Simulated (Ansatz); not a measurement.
**CH4AlIn (SMILES [CH2]1[AlH][InH]1) at HF/STO-3G**

Aim: the vertical electron affinity of CH4AlIn at HF/STO-3G, from 2 runs. 

The calculation is run with Ansatz 0.2.0.

54 further runs of the same task are left out: 54 set aside as unsound or not needed.

### 1 The structure to begin with

The species is CH4AlIn (7 atoms), meant as a singlet with charge 0. As SMILES, `[CH2]1[AlH][InH]1`. Geometry: relaxed at PBE0-D4/def2-TZVP.

Bond lengths: C1–Al2 1.874 Å, Al2–In3 2.543 Å, C1–H4 1.102 Å, C1–H5 1.092 Å, Al2–H6 1.584 Å, In3–H7 1.731 Å. Angles: C1–Al2–In3 65.0°, C1–Al2–H6 138.7°, In3–Al2–H6 138.8°, Al2–C1–H4 120.2°, Al2–C1–H5 127.0°, Al2–In3–H7 161.6°, H4–C1–H5 107.9°.

### 2 The energy at HF/STO-3G

File in.yaml:

```yaml
crystal:
  periodic: [false, false, false]
  atoms:
    - symbol: C
      position_ang: [-0.613000, 0.132400, -0.657400]
    - symbol: Al
      position_ang: [-0.455200, 0.915100, 1.037900]
    - symbol: In
      position_ang: [1.229300, -0.924400, 0.544100]
    - symbol: H
      position_ang: [-0.896900, -0.927600, -0.754800]
    - symbol: H
      position_ang: [-0.866200, 0.635300, -1.593000]
    - symbol: H
      position_ang: [-0.487600, 2.358400, 1.689000]
    - symbol: H
      position_ang: [2.089500, -2.189200, -0.265800]
basis:
  gaussian:
    orbitals: STO-3G
hamiltonian:
  xc: hf
accuracy: high
output: {orbitals: {seedname: orbitals}}
```

On the command line:

```
$ ansatz run in.yaml --threads 1 --pin off --max-ram 3480MiB --events-out events.jsonl --progress --plain --runs-dir runs
```

Log:

```text
Warning: RAYON_NUM_THREADS=1 ignored (pool sized by the plan → 1); use --threads N
Functional definition: HF
  name "HF"
  exchange = exact_x
  correlation = 0
882 factors; integrals over basis functions are off by at most 1.5e-8 eV
mean field evaluation 1: about -162218.2106 eV, gradient 2.1e1 eV
mean field evaluation 2: about -162218.2708 eV, gradient 2.1e1 eV
mean field evaluation 4: about -162220.3050 eV, gradient 2.5e0 eV
mean field evaluation 8: about -162220.3535 eV, gradient 1.8e-4 eV
mean field -162220.35110718 eV, -5961.4879462856 hartree, gradient 2.5e-8 eV, S^2 0.000000; 0 other end points of the search recorded, 0 dependent functions left out
reference -162220.35110718 eV, -5961.4879462856 hartree; 36, 36 occupied and 9, 9 virtual orbitals, 882 factors
Total energy: -162220.35110718 eV, -5961.4879462856 hartree
```

Wall time 1.4 s (1 thread of Arm Neoverse V2, shared host); peak memory 0.11 GiB.

### 3 The doublet anion at the same level

File molecule.yaml:

```yaml
basis:
  gaussian:
    orbitals: STO-3G
crystal:
  periodic: [false, false, false]
  atoms:
    - {symbol: C, position_ang: [-0.613000, 0.132400, -0.657400]}
    - {symbol: Al, position_ang: [-0.455200, 0.915100, 1.037900]}
    - {symbol: In, position_ang: [1.229300, -0.924400, 0.544100]}
    - {symbol: H, position_ang: [-0.896900, -0.927600, -0.754800]}
    - {symbol: H, position_ang: [-0.866200, 0.635300, -1.593000]}
    - {symbol: H, position_ang: [-0.487600, 2.358400, 1.689000]}
    - {symbol: H, position_ang: [2.089500, -2.189200, -0.265800]}
total_charge: -1
magnetization:
  spin_polarized: true
  initial_magnetization: 1
hamiltonian:
  xc: hf
accuracy: high
output: {orbitals: {seedname: orbitals}}
```

On the command line:

```
$ ansatz run molecule.yaml --threads 1 --pin off --max-ram 3480MiB --events-out events.jsonl --progress --plain --runs-dir runs
```

Log:

```text
Warning: RAYON_NUM_THREADS=1 ignored (pool sized by the plan → 1); use --threads N
[... 4 set-up lines as earlier in the session ...]
882 factors; integrals over basis functions are off by at most 1.5e-8 eV
mean field evaluation 1: about -162211.6069 eV, gradient 1.5e1 eV
mean field evaluation 2: about -162211.6860 eV, gradient 1.5e1 eV
mean field evaluation 4: about -162214.7787 eV, gradient 1.9e0 eV
mean field evaluation 8: about -162214.8974 eV, gradient 3.1e-1 eV
mean field evaluation 16: about -162215.0070 eV, gradient 2.6e-2 eV
mean field evaluation 32: about -162214.9419 eV, gradient 3.3e-1 eV
mean field evaluation 64: about -162211.0383 eV, gradient 5.1e0 eV
mean field evaluation 96: about -162214.8294 eV, gradient 3.1e-1 eV
mean field evaluation 128: about -162214.4831 eV, gradient 3.9e0 eV
mean field -162215.00699630 eV, -5961.2915538331 hartree, gradient 2.5e-8 eV, S^2 1.002754; 5 other end points of the search recorded, 0 dependent functions left out
reference -162215.00699630 eV, -5961.2915538331 hartree; 37, 36 occupied and 8, 9 virtual orbitals, 882 factors
Total energy: -162215.00699630 eV, -5961.2915538331 hartree
```

It took 3.6 s on 1 thread of Arm Neoverse V2, shared host; peak memory 0.16 GiB.

### 4 Outcome

Level: HF/STO-3G.

```
                                         quantity           value
                    singlet CH4AlIn: total energy  -5961.48795 Eh
                     singlet CH4AlIn: HOMO energy        -3.46 eV
                     singlet CH4AlIn: LUMO energy         5.91 eV
                   singlet CH4AlIn: HOMO–LUMO gap         9.36 eV
                      doublet anion: total energy  -5961.29155 Eh
doublet anion: HOMO energy (highest over α and β)         4.67 eV
 doublet anion: LUMO energy (lowest over α and β)        12.91 eV
                              doublet anion: ⟨S²⟩           1.003
vertical electron affinity (to the doublet anion)       -5.344 eV
```

**Reading.** The anion lies 5.34 eV (516 kJ/mol) above the neutral: the electron isn't bound at this level, and such a value depends on the basis. Without diffuse functions anions come out too high. Hartree–Fock misses the correlation that binds many anions. In a minimal basis such a difference can be off by several eV, whatever the method. Relativity is left out (singlet CH4AlIn) although the molecule holds a heavy atom. ⟨S²⟩ (doublet anion) is 1.00 where a pure doublet has 0.75: the reference is spin-contaminated. The HOMO (doublet anion) lies at positive energy, 4.67 eV: the electron is unbound at this level or held by a compact basis; values depend on the basis. Relativity is left out (doublet anion) although the molecule holds a heavy atom.
